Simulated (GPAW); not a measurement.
Set up this calculation in GPAW 26.7.0, as an ASE script.

| Property | Result |
| --- | --- |
| Task | relaxation of cell and atoms |
| Functional | BLYP |
| Dispersion | D3M(BJ) |
| Potentials or basis | PAW data sets generated in the run's folder for this functional |
| Cutoff | 600 eV |
| Basis | pw |
| k mesh | 8 × 8 × 8 |
| Occupations | fermi-dirac, width 0.05 eV |
| Spin | no spin polarisation |
| Eigensolver | davidson |
| Maxiter | 150 |
| Optimizer | BFGS |
| Fmax | 0.02 eV/Å |
| Max steps | 60 |
| Convergence | density=1e-05 forces=0.0001 |

The structure of PtSe lies in PtSe.xyz:

```xyz
2
Lattice="0.0000000000 2.7984111300 2.7984111300 2.7984111300 0.0000000000 2.7984111300 2.7984111300 2.7984111300 0.0000000000" Properties=species:S:1:pos:R:3 pbc="T T T"
Pt     2.7984111300      2.7984111300      2.7984111300
Se     0.0000000000      0.0000000000      0.0000000000
```

The cell comes from a database or a generator and needn't be the stable form of this composition.

These files were run (other wordings do the same):

run.py

```python
from ase.calculators.mixing import SumCalculator
from ase.filters import FrechetCellFilter
from ase.io import read, write
from ase.optimize import BFGS
from dftd3.ase import DFTD3
from gpaw import GPAW, PW, setup_paths

setup_paths.insert(0, '.')

atoms = read('PtSe.xyz')

calc = GPAW(mode=PW(600),
            xc='BLYP',
            kpts={'size': (8, 8, 8), 'gamma': True},
            occupations={'name': 'fermi-dirac', 'width': 0.05},
            nbands=22,
            convergence={'density': 1e-05, 'forces': 0.0001},
            eigensolver='davidson',
            maxiter=150,
            txt='gpaw.txt')
atoms.calc = SumCalculator([calc, DFTD3(method='blyp', damping='d3bjm')])
opt = BFGS(FrechetCellFilter(atoms), trajectory='relax.traj', logfile='-')
done = opt.run(fmax=0.02, steps=60)
calc.write('gs.gpw')
write('result.traj', atoms)
print('Converged:', done)
print('Cell:', atoms.cell.cellpar().round(4))
print('Volume:', round(atoms.get_volume(), 4))
print(atoms.get_scaled_positions().round(5))
```

Potentials or basis: PAW data sets generated in the run's folder for this functional, pw.

The run is started by

```sh
$ gpaw-setup -f BLYP Pt Se
$ OMP_NUM_THREADS=1 python run.py
```

Results of the run:

- Relaxed volume: 18.19 Å³/atom
- Relaxed cell: a = 3.719 Å, b = 3.719 Å, c = 3.719 Å, α = 60.00°, β = 60.00°, γ = 60.00°
- Space group after relaxing (to 0.05 Å): Fm-3m (No. 225)
- Energy gained by relaxing: 225.5 meV/atom
- Ionic steps: 5
- Pressure after relaxing: -0.1 GPa
- Band gap on the k mesh: none (metal or under the smearing width)
- Dispersion energy per atom: -1.271 eV

Caveat: later steps reuse the first step's grids; the volume moved by over 15 % at a fixed basis, so the end points are rough; pairwise dispersion overbinds metals, which lowers pressure and volume.

Wall time 95 s on 1 thread of Arm Neoverse V1, on a shared host, peak memory 0.24 GiB.
